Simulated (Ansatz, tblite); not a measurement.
# The cluster In₅: a ladder of methods and basis sets

How do method and basis change the picture of the cluster In₅ (doublet)?

Computed with Ansatz 0.2.0, Gaussian basis. Level: as each input shows.

Plan: GFN1-xTB, PBE-D4/def2-TZVP, r2SCAN-D4/def2-TZVP, LDA/def2-TZVP, PBE-D4/def2-SVP, PBE0-D4/def2-SVP, PBE0-D4/def2-TZVPD, PBE-D4/def2-TZVPD, r2SCAN-D4/def2-TZVPD, CCSD(T)/def2-SVP, MP2/def2-TZVP, RPA/def2-TZVP.

4 further runs of the same task are left out: 2 that didn't finish, 2 set aside as unsound or not needed. Runs told in other sessions of the task aren't counted.

**1. The relaxed structure**

The geometry is that of the doublet, from an earlier relaxation (PBE0-D4/def2-SVP). At that level it is the lowest of the isomers that a small search found.

5 atoms, charge 0, spin multiplicity 2.

Bond lengths: In1–In3 2.946 Å, In1–In5 2.945 Å, In2–In5 2.883 Å, In3–In4 2.951 Å, In4–In5 2.946 Å. Angles: In3–In1–In5 82.3°, In1–In3–In4 94.9°, In3–In4–In5 82.2°, In1–In5–In2 78.1°, In1–In5–In4 95.0°, In2–In5–In4 78.0°.

In takes a core potential in the def2 sets. No spin-orbit coupling is included.

PBE0-D4/def2-TZVP was run before; its log isn't repeated, and its numbers join the tables.

**2. GFN1-xTB**

Tight binding, by tblite at 300 K electronic temperature and without a spin-polarisation term:

```python
tblite.interface.Calculator('GFN1-xTB', numbers, positions, charge=0, uhf=1).singlepoint()
```

Energy -207.9926 eV; 0.006 s.

**3. PBE-D4/def2-TZVP**

start.molden holds the orbitals of an earlier run on this state, given as this run's starting guess.

Input file in.yaml:

```yaml
crystal:
  periodic: [false, false, false]
  atoms:
    - {symbol: In, position_ang: [0.480685, 1.152406, 1.834235]}
    - {symbol: In, position_ang: [0.076942, -2.365204, 0.862556]}
    - {symbol: In, position_ang: [1.426199, 1.713148, -0.899282]}
    - {symbol: In, position_ang: [-0.266264, -0.338944, -2.177591]}
    - {symbol: In, position_ang: [-1.717571, -0.161406, 0.380092]}
basis:
  gaussian: {orbitals: def2-TZVP, initial_orbitals: start.molden}
magnetization: {spin_polarized: true, initial_magnetization: 1}
hamiltonian: {xc: pbe, dispersion: d4}
scf: {omitted_lower_state_checks: [starts]}
output: {orbitals: {seedname: orbitals}}
```

The run is started by

```console
$ ansatz run in.yaml --threads 4 --pin off --events-out ev --progress --plain --max-ram 4787MiB
```

After this run come: r2SCAN-D4/def2-TZVP; LDA/def2-TZVP; PBE-D4/def2-SVP; PBE0-D4/def2-SVP; PBE0-D4/def2-TZVPD; PBE-D4/def2-TZVPD; r2SCAN-D4/def2-TZVPD; CCSD(T)/def2-SVP; MP2/def2-TZVP; RPA/def2-TZVP.

Before running them: what should the planned runs give, taken together? Wanted: gap in def2-TZVP, named functionals, smallest and largest; correlation energy, CCSD(T)/def2-SVP; correlation energy, MP2/def2-TZVP; binding an atom, functionals in def2-TZVP; ⟨S²⟩ in def2-TZVP, named functionals, smallest and largest; PBE0 total energy, smallest basis above largest.

As calculated:

| quantity | value |
| --- | --- |
| gap in def2-TZVP, named functionals, smallest and largest | 0.30 eV (LDA), 1.52 eV (PBE0-D4) |
| correlation energy, CCSD(T)/def2-SVP | -12.54 eV |
| correlation energy, MP2/def2-TZVP | -37.92 eV |
| binding an atom, functionals in def2-TZVP | 1.33 (PBE0-D4) to 1.74 eV (LDA) |
| ⟨S²⟩ in def2-TZVP, named functionals, smallest and largest | 0.752, 0.803 |
| PBE0 total energy, smallest basis above largest | 0.71 eV (def2-SVP, def2-TZVPD) |

**Reading.** Over the named functionals in def2-TZVP the gap runs from 0.30 eV (LDA) to 1.52 eV (PBE0-D4); exact exchange widens it. Over the named functionals in def2-TZVP spin contamination reaches 0.05 (r2SCAN-D4), which is small. Notes on CCSD(T)/def2-SVP: large T1 diagnostic, spin contamination.
